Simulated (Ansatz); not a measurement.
# CH6AsB, SMILES BC[AsH2]: a geometry optimisation

With Ansatz's Python interface.

The cells in order, each with its output:

**Cell 1**
```python
import itertools

import ansatz as az
from ase.data import atomic_numbers, covalent_radii
import numpy as np
```

**Cell 2**
```python
GEOMETRY = """
B    -1.07180    0.31900   -0.41160
C    -0.17310   -0.29420    0.74650
As    1.73110   -0.31580    0.22340
H    -1.10900   -0.20080   -1.47180
H    -1.71360    1.29060   -0.21270
H    -0.28950    0.31710    1.66520
H    -0.50570   -1.33150    0.95660
H     1.43570   -0.93790   -1.18170
H     1.69590    1.15360   -0.31390
"""

molecule = az.Crystal.molecule()
for line in GEOMETRY.strip().splitlines():
    symbol, *xyz = line.split()
    molecule = molecule.atom(symbol, [float(v) for v in xyz])
```

**Cell 3**
```python
job = molecule.calculation()
job = job.basis(gaussian="def2-SVP").functional("B3LYP")
symbols = [site.symbol for site in molecule.cartesian_sites]
start = np.array([site.position_ang for site in molecule.cartesian_sites], dtype=float)
def progress(event):
    if event["event"] == "relax_step":
        row = event["data"]
        print(f"step {row['step']:3d}  E = {row['lagrangian_ev']:.6f} eV  largest force component {row['allowed_force_max_ev_ang']:.4f} eV/A")
```

**Cell 4**
```python
report = job.relax(force_tolerance=0.01, max_steps=100).session().plan().execute(on_event=progress).report
end = np.array(report["positions_ang"])

for key in ("converged", "free_energy_ev", "reference_energy_ev", "n_frozen", "n_occupied", "n_virtual"):
    print(f"{key:22s} {report[key]}")

# pairs closer than 1.2 times the sum of covalent radii, before or after
radius = [covalent_radii[atomic_numbers[s]] for s in symbols]
span = lambda where, i, j: np.linalg.norm(where[i] - where[j])
bonded = [(i, j) for i, j in itertools.combinations(range(len(symbols)), 2) if min(span(start, i, j), span(end, i, j)) < 1.2 * (radius[i] + radius[j])]
print("pair        before    after (A)")
for i, j in bonded:
    print(f"{symbols[i]}{i}-{symbols[j]}{j}".ljust(10), f"{span(start, i, j):8.4f} {span(end, i, j):8.4f}")
```
Output:
```text
step   1  E = -62644.100358 eV  largest force component 1.4484 eV/A
step   2  E = -62644.228432 eV  largest force component 0.9472 eV/A
step   3  E = -62644.259670 eV  largest force component 0.6006 eV/A
step   4  E = -62644.323646 eV  largest force component 0.3185 eV/A
step   5  E = -62644.341845 eV  largest force component 0.3888 eV/A
step   6  E = -62644.346363 eV  largest force component 0.0232 eV/A
step   7  E = -62644.346390 eV  largest force component 0.0145 eV/A
step   8  E = -62644.346435 eV  largest force component 0.0017 eV/A
converged              True
free_energy_ev         -62644.346662153235
reference_energy_ev    -62644.346662153235
n_frozen               0
n_occupied             [25, 25]
n_virtual              [65, 65]
pair        before    after (A)
B0-C1        1.5890   1.5398
B0-H3        1.1814   1.2083
B0-H4        1.1813   1.2085
C1-As2       1.9749   2.0318
C1-H5        1.1096   1.0990
C1-H6        1.1094   1.0991
As2-H7       1.5648   1.5312
As2-H8       1.5649   1.5326
```

**Cell 5**
```python
charges = report["charge_distribution"]
dipole = np.array(charges["dipole_moment_e_ang"]) * 4.803205
print("dipole (D): {:.3f} {:.3f} {:.3f}, length {:.3f}".format(*dipole, np.linalg.norm(dipole)))
print("atom  Mulliken   Lowdin")
for symbol, m, l in zip(symbols, charges["mulliken_charges_e"], charges["lowdin_charges_e"]):
    print(f"{symbol:4s} {m:9.3f} {l:8.3f}")
with open("ch6asb_opt.xyz", "w") as handle:
    handle.write(f"{len(symbols)}\nrelaxed CH6AsB\n")
    handle.writelines(f"{s:2s} {x:11.6f} {y:11.6f} {z:11.6f}\n" for s, (x, y, z) in zip(symbols, end))
```
Output:
```text
dipole (D): 0.677 -0.423 0.666, length 1.040
atom  Mulliken   Lowdin
B       -0.039   -0.198
C       -0.121   -0.067
As       0.163    0.313
H       -0.023   -0.025
H       -0.024   -0.026
H        0.050    0.023
H        0.050    0.025
H       -0.030   -0.025
H       -0.027   -0.019
```

`ch6asb_opt.xyz`, as written:
```text
9
relaxed CH6AsB
B    -0.992717    0.290830   -0.399615
C    -0.305602   -0.365358    0.812132
As    1.621980   -0.185331    0.195542
H    -1.291888   -0.369983   -1.366008
H    -1.186193    1.483530   -0.420155
H    -0.340029    0.165289    1.773886
H    -0.444521   -1.445468    0.960844
H     1.430547   -0.809165   -1.189621
H     1.508422    1.235757   -0.367005
```

Reading the output:
- Total energies depend on the basis set; only differences at equal settings carry meaning.
- The end point is the stationary point reached from this start; no frequency run checks that it is a minimum, and the basis set is modest.
- The Löwdin charges here are taken after orthogonalising the functions within each atom; they differ from plain Löwdin charges, and their signs can be unphysical.
- b3lyp holds the VWN-RPA fit, as in Gaussian; the form of ORCA and Turbomole is b3lyp5.
- It ran for 56 s on 1 thread of Arm Neoverse N1 (shared host), peak memory 0.26 GiB.
